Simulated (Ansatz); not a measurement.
# C3H7BO: the cost of one run

Method: RKS B3LYP-D4/def2-SVP, in Ansatz 0.2.0.

1 further run of the same task is left out (it didn't finish).

### Step 1. The structure to begin with

Bond lengths: B1–C2 1.511 Å, C2–C3 1.318 Å, C2–O4 1.460 Å, O4–C5 1.423 Å, B1–H6 1.219 Å, B1–H7 1.215 Å, C3–H8 1.043 Å, C3–H9 1.108 Å, C5–H10 1.087 Å, C5–H11 1.098 Å, C5–H12 1.134 Å. Angles (14 of 16 angles, heavy atoms first): B1–C2–C3 118.3°, B1–C2–O4 123.1°, C3–C2–O4 118.6°, C2–O4–C5 121.6°, C2–B1–H6 123.7°, C2–B1–H7 122.8°, C2–C3–H8 123.8°, C2–C3–H9 120.7°, O4–C5–H10 105.8°, O4–C5–H11 111.7°, O4–C5–H12 107.3°, H6–B1–H7 113.4°, H8–C3–H9 115.1°, H10–C5–H11 112.4°.

Coordinates:

```xyz
12

B    -1.2018    0.7540    0.3838
C    -0.1353   -0.2956    0.5932
C    -0.1747   -1.0145    1.6977
O     0.9559   -0.5236   -0.3493
C     1.0172    0.1548   -1.5985
H    -2.0878    0.9884    1.1868
H    -1.2453    1.4609   -0.6031
H    -0.8608   -0.8578    2.4674
H     0.6222   -1.7516    1.9210
H     1.9015   -0.2283   -2.1009
H     0.1025    0.0037   -2.1870
H     1.1834    1.2545   -1.3769
```

### Step 2. End point A

input.yaml reads:

```yaml
crystal:
  periodic: [false, false, false]
  atoms:
    - { symbol: B, position_ang: [-1.2018, 0.754, 0.3838] }
    - { symbol: C, position_ang: [-0.1353, -0.2956, 0.5932] }
    - { symbol: C, position_ang: [-0.1747, -1.0145, 1.6977] }
    - { symbol: O, position_ang: [0.9559, -0.5236, -0.3493] }
    - { symbol: C, position_ang: [1.0172, 0.1548, -1.5985] }
    - { symbol: H, position_ang: [-2.0878, 0.9884, 1.1868] }
    - { symbol: H, position_ang: [-1.2453, 1.4609, -0.6031] }
    - { symbol: H, position_ang: [-0.8608, -0.8578, 2.4674] }
    - { symbol: H, position_ang: [0.6222, -1.7516, 1.921] }
    - { symbol: H, position_ang: [1.9015, -0.2283, -2.1009] }
    - { symbol: H, position_ang: [0.1025, 0.0037, -2.187] }
    - { symbol: H, position_ang: [1.1834, 1.2545, -1.3769] }
basis:
  gaussian: { orbitals: def2-SVP }
hamiltonian:
  xc: b3lyp
  dispersion: d4
relax:
  f_tol: 0.02
  max_steps: 50
```

Launch:

```bash
$ ansatz run input.yaml --threads 2 --pin off --max-ram 3072MiB --backend cpu --events-out ev --progress --plain --runs-dir out
```

What time and memory should one allow on 2 threads of Intel Xeon 6975P-C (Granite Rapids), shared host?

About 11 s, with a peak of 0.23 GiB.
